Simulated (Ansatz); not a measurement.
# FH5W: the cost of one run

Method: RKS PBE/def2-SVP, in Ansatz 0.2.0.

## Step 1: Starting point

Bond lengths: W1–H2 1.720 Å, W1–H3 1.720 Å, W1–H4 1.720 Å, W1–H5 1.720 Å, W1–F6 1.850 Å, W1–H7 1.720 Å. Angles (14 of 15 angles, heavy atoms first): H2–W1–F6 90.0°, H3–W1–F6 90.0°, H4–W1–F6 180.0°, H5–W1–F6 90.0°, F6–W1–H7 90.0°, H2–W1–H3 90.0°, H2–W1–H4 90.0°, H2–W1–H5 90.0°, H2–W1–H7 180.0°, H3–W1–H4 90.0°, H3–W1–H5 180.0°, H3–W1–H7 90.0°, H4–W1–H5 90.0°, H4–W1–H7 90.0°.

Structure file:

```xyz
7

W     0.0000    0.0000    0.0000
H     0.0000    0.0000    1.7200
H     1.7200    0.0000    0.0000
H     0.0000    1.7200    0.0000
H    -1.7200    0.0000    0.0000
F     0.0000   -1.8500    0.0000
H     0.0000    0.0000   -1.7200
```

## Step 2: Preparing the start

The input, input.yaml:

```yaml
crystal:
  periodic: [false, false, false]
  atoms:
    - { symbol: W, position_ang: [0.0, 0.0, 0.0] }
    - { symbol: H, position_ang: [0.0, 0.0, 1.72] }
    - { symbol: H, position_ang: [1.72, 0.0, 0.0] }
    - { symbol: H, position_ang: [0.0, 1.72, 0.0] }
    - { symbol: H, position_ang: [-1.72, 0.0, 0.0] }
    - { symbol: F, position_ang: [0.0, -1.85, 0.0] }
    - { symbol: H, position_ang: [0.0, 0.0, -1.72] }
basis:
  gaussian: { orbitals: def2-SVP }
hamiltonian:
  xc: pbe
relax:
  f_tol: 0.02
  max_steps: 40
```

The run is started by

```bash
ansatz run input.yaml --threads 1 --pin off --max-ram 2048MiB --backend cpu --events-out ev --progress --plain --runs-dir out
```

What time and memory should one allow on 1 thread of Arm Neoverse V1, shared host?

About 39 s, with a peak of 0.13 GiB.
